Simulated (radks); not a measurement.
# Mn in [Ar] 3d5 4s1.75 4d0.25: an all-electron calculation

An exercise on one series of results from a longer session: the logs are not shown, and one member is left open.

Method: Dirac Kohn-Sham, PBE, spin-unpolarised, spherical densities, point nucleus; open shells are shared between the two j in proportion to 2j + 1. Code: radks (a radial shooting solver on a logarithmic mesh, Libxc functionals) version 1.

**The system**

- element: manganese (Z = 25)
- charge: 0
- electrons: 25
- configuration: [Ar] 3d5 4s1.75 4d0.25

The first run:

The run's settings:

```text
Z 25
configuration [Ar] 3d5 4s1.75 4d0.25
relativity Dirac
functional pbe,pbe
spin unpolarised
j_filling average
nucleus point
c 137.035999084
```

Among the steps run: Self-consistent calculation.

One table of the session follows, with a row left open; its other results are not shown here.

It belongs to the step «Shells». Sizes of the orbitals, from the radial functions (bohr):

```
level     <r>  outermost maximum (interpolated)  90 % within  nodes
1s1/2       ?                                 ?            ?      ?
2s1/2  0.2792                             0.233        0.433      1
2p1/2  0.2451                             0.187        0.402      0
2p3/2  0.2480                             0.189        0.406      0
3s1/2  0.8515                             0.736         1.28      2
3p1/2  0.8983                             0.747         1.39      1
3p3/2  0.9073                             0.754         1.40      1
3d3/2   1.211                             0.761         2.14      0
3d5/2   1.217                             0.763         2.15      0
4s1/2   3.012                              2.48         4.57      3
4d3/2   22.17                              22.4         31.1      1
4d5/2   22.17                              22.4         31.1      1
```

**Question.** Estimate the row for 1s1/2.

The run gave: <r>: 0.06090; outermost maximum (interpolated): 0.0399; 90 % within: 0.109; nodes: 0. In the column «<r>» it is the lowest.
